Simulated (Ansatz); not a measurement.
# C2H7InSi: up Jacob's ladder to CCSD(T)

An exercise on one series of results from a longer session: the logs are not shown, and one member is left open.

Method: functionals in def2-TZVPP, the program's frozen cores in correlated methods; program: Ansatz 0.2.0, Gaussian basis.

Plan: PBE-D4, r2SCAN-D4, PBE0-D4, B3LYP-D4, ωB97X-V, ωB97M-V, B2PLYP; CCSD(T)/def2-TZVPP; MP2/def2-QZVPP; extrapolation to the limit.

## The relaxed structure

All runs share one geometry, relaxed beforehand with PBE0-D4 in a triple-zeta def2 set. In takes the def2 core potential; no spin-orbit term is included.

11 atoms, charge 0, spin multiplicity 1.

Atoms are counted from 1 here; the program's logs count them from 0.

Bond lengths: C1–Si2 1.876 Å, C1–H5 1.093 Å, C1–H6 1.093 Å, C1–H7 1.093 Å, Si2–C3 1.848 Å, Si2–H8 1.498 Å, Si2–H11 1.498 Å, C3–In4 2.257 Å, C3–H9 1.098 Å, C3–H10 1.097 Å. Angles: Si2–C1–H5 111.2°, Si2–C1–H6 110.6°, Si2–C1–H7 110.6°, H5–C1–H6 108.2°, H5–C1–H7 108.2°, H6–C1–H7 107.9°, C1–Si2–C3 116.4°, C1–Si2–H8 108.1°, C1–Si2–H11 108.1°, C3–Si2–H8 109.0°, C3–Si2–H11 109.0°, H8–Si2–H11 105.7°, Si2–C3–In4 112.6°, Si2–C3–H9 110.9°, Si2–C3–H10 110.9°, In4–C3–H9 107.1°, In4–C3–H10 107.2°, H9–C3–H10 107.7°.

As a file:

```xyz
11
C2H7InSi
C    -0.80244    1.49112    0.22690
Si   -0.37059   -0.21241   -0.42965
C     1.11795   -1.02243    0.30681
In    1.51446   -3.06725   -0.56332
H    -1.69361    1.89020   -0.26460
H    -0.99461    1.45174    1.30210
H     0.02166    2.18890    0.05814
H    -0.18534   -0.10752   -1.91240
H     0.99912   -1.14938    1.39049
H     2.01765   -0.41709    0.13776
H    -1.55887   -1.10288   -0.23144
```

The first run:

in.yaml reads:

```yaml
crystal:
  periodic: [false, false, false]
  atoms:
    - {symbol: C, position_ang: [-0.802443, 1.491116, 0.226901]}
    - {symbol: Si, position_ang: [-0.370586, -0.212407, -0.429647]}
    - {symbol: C, position_ang: [1.117950, -1.022426, 0.306811]}
    - {symbol: In, position_ang: [1.514465, -3.067248, -0.563320]}
    - {symbol: H, position_ang: [-1.693606, 1.890201, -0.264595]}
    - {symbol: H, position_ang: [-0.994606, 1.451736, 1.302101]}
    - {symbol: H, position_ang: [0.021661, 2.188896, 0.058140]}
    - {symbol: H, position_ang: [-0.185337, -0.107521, -1.912398]}
    - {symbol: H, position_ang: [0.999121, -1.149377, 1.390491]}
    - {symbol: H, position_ang: [2.017651, -0.417088, 0.137757]}
    - {symbol: H, position_ang: [-1.558870, -1.102882, -0.231441]}
basis:
  gaussian: {orbitals: def2-TZVPP}
hamiltonian: {xc: pbe, dispersion: d4}
output: {forces: true, orbitals: {seedname: orbitals}}
```

Started as:

```sh
ansatz run in.yaml --threads 4 --pin off --events-out ev --progress --plain --max-ram 10444MiB
```

Steps of the session up to this table: PBE-D4 (GGA); r2SCAN-D4 (meta-GGA); PBE0-D4 (hybrid); B3LYP-D4 (hybrid); ωB97X-V (range-separated); ωB97M-V (range-separated); B2PLYP (double hybrid); CCSD(T) in def2-TZVPP; MP2 in def2-QZVPP.

One of the session's tables, all rows but one given; the rest of the session is left out.

It belongs to the step «Atomisation energies». 

| method | atomisation energy (kcal/mol) |
| --- | --- |
| PBE-D4 | 889.5 |
| r2SCAN-D4 | 884.9 |
| PBE0-D4 | ? |
| B3LYP-D4 | 884.2 |
| ωB97X-V | 886.9 |
| ωB97M-V | 885.4 |
| B2PLYP | 873.5 |
| HF/def2-TZVPP | 668.3 |
| MP2/def2-TZVPP | 868.9 |
| CCSD/def2-TZVPP | 856.1 |
| CCSD(T)/def2-TZVPP | 866.2 |
| MP2/CBS | 889.4 |
| CCSD(T)/CBS | 886.6 |

**Question.** Estimate the row for PBE0-D4.

As computed: atomisation energy (kcal/mol): 883.3. In the column «atomisation energy (kcal/mol)» it lies between B2PLYP (873.5) and B3LYP-D4 (884.2).
